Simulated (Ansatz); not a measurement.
# SrMn2As2 (P-3m1): which magnetic order lies lowest

One table from this session's results is given with a row withheld; the runs are named, their logs left out.

Method: DFT LDA, scalar-relativistic, plane waves, PAW, in Ansatz 0.2.0.

## Starting point

It takes space group P-3m1 (No. 164, trigonal). Conventional cell: a = 3.865 Å, b = 3.865 Å, c = 7.187 Å, α = 90.00°, β = 90.00°, γ = 120.00°. Around Sr (site symmetry -3m) lie 6 As at 3.03 Å. Mn (site symmetry 3m) is surrounded by 4 As at 2.31 to 2.36 Å. Around As (site symmetry 3m) lie 4 Mn at 2.31 to 2.36 Å and 3 Sr at 3.03 Å.

Coordinates:

```
CELL_PARAMETERS angstrom
3.86451 0.00000 0.00000
-1.93225 3.34676 0.00000
0.00000 0.00000 7.18725
ATOMIC_POSITIONS crystal
Sr 0.00000 0.00000 0.00000
Mn 0.33333 0.66667 0.60715
Mn 0.66667 0.33333 0.39285
As 0.33333 0.66667 0.28526
As 0.66667 0.33333 0.71474
```

This cell comes from an earlier session at LDA: 18.591 Å³/atom at 0.01 GPa, on a 12×12×6 mesh.

Set-up of the first run:

Input file input.yaml:

```yaml
crystal:
  lattice:
    - [3.8645076127, 0.0, 0.0]
    - [-1.9322538063, 3.3467617657, 0.0]
    - [0.0, 0.0, 7.1872481785]
  atoms:
    - { symbol: Sr, position: [0.0, 0.0, 0.0] }
    - { symbol: Mn, position: [0.3333333333, 0.6666666667, 0.60715483], spin: 3.5 }
    - { symbol: Mn, position: [0.6666666667, 0.3333333333, 0.39284517], spin: -3.5 }
    - { symbol: As, position: [0.3333333333, 0.6666666667, 0.2852584768] }
    - { symbol: As, position: [0.6666666667, 0.3333333333, 0.7147415232] }
basis:
  ecutwfc: 420
  ecutrho_ratio: 4
kpoints:
  mp_grid: { grid: [12, 12, 6] }
hamiltonian:
  xc: lda
scf:
  occupations: { method: gaussian, width: 0.05 }
  lower_state_search: "off"
output:
  forces: true
  stress: true
  eigenvalues: true
  populations: true
magnetization:
  spin_polarized: true
```

Started as:

```sh
ansatz run input.yaml --threads 2 --pin off --max-ram 5120MiB --backend cpu --events-out ev --progress --plain --runs-dir out
```

Among the steps run: Antiferromagnetic, in the cell as typed; Ferromagnetic, larger cell; Antiferromagnetic, propagation vector (0, 0, 1/2); Antiferromagnetic, propagation vector (0, 1/2, 0); Antiferromagnetic, propagation vector (0, 1/2, 1/2); No spin polarisation.

One of the session's tables, all rows but one given; the rest of the session is left out.

It belongs to the step «The orders side by side». 

| order | above the lowest (meV/atom) | largest moment (μB) |
| --- | --- | --- |
| ferromagnetic | 5.6 | 1.85 |
| antiferromagnetic, in the cell as typed | 0.0 | 2.40 |
| antiferromagnetic, propagation vector (0, 0, 1/2) (1) | 2.6 | 2.39 |
| antiferromagnetic, propagation vector (0, 0, 1/2) (2) | 4.2 | 1.88 |
| antiferromagnetic, propagation vector (0, 1/2, 0) | 21.3 | 2.06 |
| antiferromagnetic, propagation vector (0, 1/2, 1/2) | ? | ? |
| no spin polarisation | 82.0 | 0.00 |

Estimate the missing values for antiferromagnetic, propagation vector (0, 1/2, 1/2).

As computed: above the lowest (meV/atom): 20.8; largest moment (μB): 2.03. In the column «above the lowest (meV/atom)» it lies between ferromagnetic (5.6) and antiferromagnetic, propagation vector (0, 1/2, 0) (21.3).

The first row is the run of the earlier session that started with parallel moments (-4135.2531 eV/atom).

Caveats from the session: Only these orders were tried, at zero temperature; the one found in experiment may not be among them.
